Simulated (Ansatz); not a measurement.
# C3H5AlO: small, medium and large basis sets

How large a basis does C3H5AlO need? Two functionals are run in growing sets.

The runs use Ansatz 0.2.0, Gaussian basis; one geometry, several basis sets.

Plan: PBE0-D4/def2-SVP; ωB97M-V/def2-SVP; PBE0-D4/def2-QZVPP; ωB97M-V/def2-QZVPP; the functionals' def2-TZVPP values are taken from earlier runs.

## 1. The relaxed structure

All runs share one geometry, relaxed beforehand with PBE0-D4 in a triple-zeta def2 set.

SMILES `C#C[O][AlH][CH3]`, 10 atoms, charge 0, spin multiplicity 1.

Atoms are counted from 1 here; the program's logs count them from 0.

Bond lengths: C1–C2 1.201 Å, C1–H6 1.062 Å, C2–O3 1.281 Å, O3–Al4 1.731 Å, Al4–C5 1.934 Å, Al4–H7 1.574 Å, C5–H8 1.094 Å, C5–H9 1.095 Å, C5–H10 1.092 Å. Angles: C2–C1–H6 179.3°, C1–C2–O3 179.0°, C2–O3–Al4 131.1°, O3–Al4–C5 118.2°, O3–Al4–H7 111.9°, C5–Al4–H7 129.9°, Al4–C5–H8 110.6°, Al4–C5–H9 110.5°, Al4–C5–H10 112.7°, H8–C5–H9 106.4°, H8–C5–H10 108.3°, H9–C5–H10 108.1°.

As a file:

```xyz
10

C     0.09962   -1.21303    2.47730
C    -0.58550   -0.92464    1.53340
O    -1.33295   -0.62643    0.53638
Al   -0.97976    0.20063   -0.94266
C     0.82767    0.82365   -1.23164
H     0.69488   -1.47321    3.31720
H    -2.24973    0.32287   -1.86410
H     1.53787   -0.00541   -1.15515
H     1.11264    1.54671   -0.46089
H     0.95838    1.29766   -2.20693
```

## 2. PBE0-D4 in def2-SVP

in.yaml reads:

```yaml
crystal:
  periodic: [false, false, false]
  atoms:
    - {symbol: C, position_ang: [0.099622, -1.213028, 2.477296]}
    - {symbol: C, position_ang: [-0.585504, -0.924641, 1.533402]}
    - {symbol: O, position_ang: [-1.332953, -0.626431, 0.536379]}
    - {symbol: Al, position_ang: [-0.979761, 0.200626, -0.942664]}
    - {symbol: C, position_ang: [0.827666, 0.823653, -1.231643]}
    - {symbol: H, position_ang: [0.694880, -1.473210, 3.317196]}
    - {symbol: H, position_ang: [-2.249733, 0.322868, -1.864096]}
    - {symbol: H, position_ang: [1.537871, -0.005409, -1.155152]}
    - {symbol: H, position_ang: [1.112636, 1.546712, -0.460888]}
    - {symbol: H, position_ang: [0.958377, 1.297662, -2.206929]}
basis:
  gaussian: {orbitals: def2-SVP}
hamiltonian: {xc: pbe0, dispersion: d4}
output: {orbitals: {seedname: orbitals}}
```

Run with:

```
$ ansatz run in.yaml --threads 2 --pin off --events-out ev --progress --plain --max-ram 4352MiB
```

After this run come: ωB97M-V in def2-SVP; PBE0-D4 in def2-QZVPP; ωB97M-V in def2-QZVPP.

Before running them: what should the planned runs give, taken together? Wanted: PBE0-D4: double and triple zeta above quadruple; ωB97M-V: double and triple zeta above quadruple.

As calculated:

```
                                       quantity          value
PBE0-D4: double and triple zeta above quadruple  8.86, 0.51 eV
ωB97M-V: double and triple zeta above quadruple  9.05, 0.47 eV
```

**Reading.** PBE0-D4 gains 8.35 eV from double to triple zeta, then 0.51 eV more. Total energies overstate the basis error of differences, where much of it tends to cancel.
